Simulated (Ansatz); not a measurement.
# PbGeTe2: the cost of one run

Method: DFT PBEsol with spin–orbit coupling, plane waves, PAW, in Ansatz 0.2.0.

1 further run of the same task is left out (set aside as unsound or not needed).

### 1 The starting structure

It takes space group P4/mmm (No. 123, tetragonal). The conventional cell has a = 4.482 Å, b = 4.482 Å, c = 6.342 Å, α = 90.00°, β = 90.00°, γ = 90.00°. Ge (site symmetry 4/mmm) has 6 Te at 3.17 Å as nearest neighbours. Pb (site symmetry 4/mmm) has 6 Te at 3.17 Å as nearest neighbours. Te (site symmetry 4/mmm) has 4 Pb at 3.17 Å and 2 Ge at 3.17 Å as nearest neighbours. Te (site symmetry 4/mmm) has 4 Ge at 3.17 Å and 2 Pb at 3.17 Å as nearest neighbours.

Coordinates:

```xyz
4
Lattice="4.4816 0.0000 0.0000 0.0000 4.4816 0.0000 0.0000 0.0000 6.3420" Properties=species:S:1:pos:R:3 pbc="T T T"
Ge    0.0000    0.0000    0.0000
Pb    2.2408    2.2408    3.1710
Te    0.0000    0.0000    3.1710
Te    2.2408    2.2408    0.0000
```

The cell is the database one, not relaxed. At PBEsol, without spin–orbit coupling, an earlier run found -2.65 GPa for this cell of 31.844 Å³/atom (8×8×6 mesh), mesh gap 0.25 eV.

### 2 Spin-orbit coupling: topological invariants

Contents of input.yaml:

```yaml
crystal:
  lattice:
    - [4.4816134775, 0.0, 0.0]
    - [0.0, 4.4816134775, 0.0]
    - [0.0, 0.0, 6.3419612607]
  atoms:
    - { symbol: Ge, position: [0.0, 0.0, 0.0] }
    - { symbol: Pb, position: [0.5, 0.5, 0.5] }
    - { symbol: Te, position: [0.0, 0.0, 0.5] }
    - { symbol: Te, position: [0.5, 0.5, 0.0] }
basis:
  ecutwfc: 420
  ecutrho_ratio: 4
kpoints:
  mp_grid: { grid: [4, 4, 4] }
hamiltonian:
  xc: pbesol
scf:
  occupations: { method: gaussian, width: 0.05 }
output:
  forces: true
  stress: true
  eigenvalues: true
  populations: true
  topological_invariants: true
magnetization:
  noncollinear: true
  spin_orbit: true
```

Run with:

```sh
$ ansatz run input.yaml --threads 8 --pin off --max-ram 15360MiB --backend cpu --events-out ev --progress --plain --runs-dir out
```

What time and memory should one allow on 8 threads of AMD EPYC 7R43 (Zen 3), shared host?

About 33 s, with a peak of 2.3 GiB.
